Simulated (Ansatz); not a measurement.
# C2H9BSSi: a ladder of functionals and wavefunction methods

Aim: compute C2H9BSSi with functionals from several rungs and with coupled cluster. The yardstick is the atomisation energy at the CCSD(T) limit.

The runs use Ansatz 0.2.0, Gaussian basis; functionals in def2-TZVPP, the program's frozen cores in correlated methods.

The runs, in order: LDA (SPW92), PBE-D4, revPBE-D4, BLYP-D4, r2SCAN-D4, B97M-V, PBE0-D4, B3LYP-D4, r2SCANh-D4, r2SCAN0-D4, HSE06-D4, BHLYP-D4, CAM-B3LYP-D4, LC-ωPBE, ωB97X-V, ωB97M-V, B2PLYP, PBE-QIDH; CCSD(T)/def2-SVP; CCSD(T)/def2-TZVPP; MP2/def2-QZVPP; extrapolation to the limit; RPA on PBE.

**1. The relaxed structure**

All runs share one geometry, relaxed beforehand with PBE0-D4 in a triple-zeta def2 set.

SMILES `CCBS[SiH3]`, 14 atoms, charge 0, spin multiplicity 1.

Atoms are counted from 1 here; the program's logs count them from 0.

Bond lengths: C1–C2 1.529 Å, C1–H6 1.092 Å, C1–H7 1.093 Å, C1–H8 1.093 Å, C2–B3 1.560 Å, C2–H9 1.094 Å, C2–H10 1.102 Å, B3–S4 1.792 Å, B3–H11 1.201 Å, S4–Si5 2.148 Å, Si5–H12 1.483 Å, Si5–H13 1.484 Å, Si5–H14 1.483 Å. Angles: C2–C1–H6 111.5°, C2–C1–H7 111.2°, C2–C1–H8 111.2°, H6–C1–H7 107.9°, H6–C1–H8 107.5°, H7–C1–H8 107.4°, C1–C2–B3 114.1°, C1–C2–H9 110.9°, C1–C2–H10 108.7°, B3–C2–H9 112.2°, B3–C2–H10 104.8°, H9–C2–H10 105.5°, C2–B3–S4 120.7°, C2–B3–H11 120.5°, S4–B3–H11 118.8°, B3–S4–Si5 99.2°, S4–Si5–H12 110.4°, S4–Si5–H13 107.1° and more.

Coordinates:

```xyz
14

C    -1.0002    1.2001    1.9335
C     0.3236    0.9572    1.2089
B     0.2261   -0.0601    0.0301
S     1.0976    0.2357   -1.5077
Si    0.5762   -1.5688   -2.5504
H    -0.8684    1.8487    2.8026
H    -1.4393    0.2612    2.2792
H    -1.7297    1.6783    1.2752
H     0.7800    1.9035    0.9025
H     1.0359    0.5023    1.9163
H    -0.4173   -1.0673    0.1453
H     1.0906   -2.7534   -1.8210
H     1.2079   -1.4951   -3.8912
H    -0.8962   -1.6717   -2.6946
```

**2. LDA**

This LDA is Slater exchange with PW92 correlation.

File in.yaml:

```yaml
crystal:
  periodic: [false, false, false]
  atoms:
    - {symbol: C, position_ang: [-1.000203, 1.200098, 1.933484]}
    - {symbol: C, position_ang: [0.323634, 0.957232, 1.208940]}
    - {symbol: B, position_ang: [0.226074, -0.060136, 0.030121]}
    - {symbol: S, position_ang: [1.097610, 0.235748, -1.507684]}
    - {symbol: Si, position_ang: [0.576207, -1.568807, -2.550353]}
    - {symbol: H, position_ang: [-0.868364, 1.848721, 2.802551]}
    - {symbol: H, position_ang: [-1.439335, 0.261236, 2.279249]}
    - {symbol: H, position_ang: [-1.729654, 1.678318, 1.275202]}
    - {symbol: H, position_ang: [0.780044, 1.903488, 0.902538]}
    - {symbol: H, position_ang: [1.035877, 0.502348, 1.916253]}
    - {symbol: H, position_ang: [-0.417260, -1.067312, 0.145289]}
    - {symbol: H, position_ang: [1.090588, -2.753437, -1.820958]}
    - {symbol: H, position_ang: [1.207909, -1.495093, -3.891225]}
    - {symbol: H, position_ang: [-0.896227, -1.671704, -2.694608]}
basis:
  gaussian: {orbitals: def2-TZVPP}
hamiltonian: {xc: lda}
output: {orbitals: {seedname: orbitals}}
```

After this run come: PBE-D4 (GGA); revPBE-D4 (GGA); BLYP-D4 (GGA); r2SCAN-D4 (meta-GGA); B97M-V (meta-GGA); PBE0-D4 (hybrid); B3LYP-D4 (hybrid); r2SCANh-D4 (hybrid); r2SCAN0-D4 (hybrid); HSE06-D4 (hybrid); BHLYP-D4 (hybrid); CAM-B3LYP-D4 (range-separated); LC-ωPBE (range-separated); ωB97X-V (range-separated); ωB97M-V (range-separated); B2PLYP (double hybrid); PBE-QIDH (double hybrid); CCSD(T) in def2-SVP; CCSD(T) in def2-TZVPP; MP2 in def2-QZVPP; RPA on PBE orbitals.

**Question.** What will the summary of the whole plan be? Wanted: atomisation energy, CCSD(T)/CBS; farthest beyond LDA; mean size of error, GGA; mean size of error, meta-GGA; mean size of error, hybrid; mean size of error, range-separated; mean size of error, double hybrid; gap, smallest and largest; T1 diagnostic.

The runs gave:

| quantity | value |
| --- | --- |
| atomisation energy, CCSD(T)/CBS | 51.851 eV |
| functionals within 0.259 eV (0.5 %) | PBE0-D4, B3LYP-D4, r2SCANh-D4, r2SCAN0-D4, HSE06-D4, CAM-B3LYP-D4, LC-ωPBE, PBE-QIDH |
| farthest beyond LDA | BHLYP-D4 (-0.694 eV) |
| mean size of error, GGA | 0.423 eV |
| mean size of error, meta-GGA | 0.387 eV |
| mean size of error, hybrid | 0.248 eV |
| mean size of error, range-separated | 0.272 eV |
| mean size of error, double hybrid | 0.270 eV |
| gap, smallest and largest | 4.61 eV (LDA (SPW92)), 11.68 eV (LC-ωPBE) |
| T1 diagnostic | 0.0123 |
| triples share of the correlation energy | 3.9 % |

**Reading.** LDA overbinds by 6.338 eV (12 %). PBE-D4 is off by +0.562 eV. Double hybrids carry the basis error of their MP2 part in triple zeta, and no dispersion term here, so their miss is partly the set-up's. Taken by rung, hybrid functionals do best (0.248 eV on average) and GGA ones worst beyond LDA (0.423 eV). The gap between the best rungs is small, so their order is not settled. Misses under about 0.259 eV are within the doubt on the reference itself, which lacks core-valence correlation, relativity and higher excitations. Hartree-Fock recovers 77 % of the binding; the rest is correlation. CCSD(T) in def2-SVP is off by -2.426 eV, worse than the median functional, from the basis alone. Orbital gaps span 4.6 to 11.7 eV; exact exchange widens them.
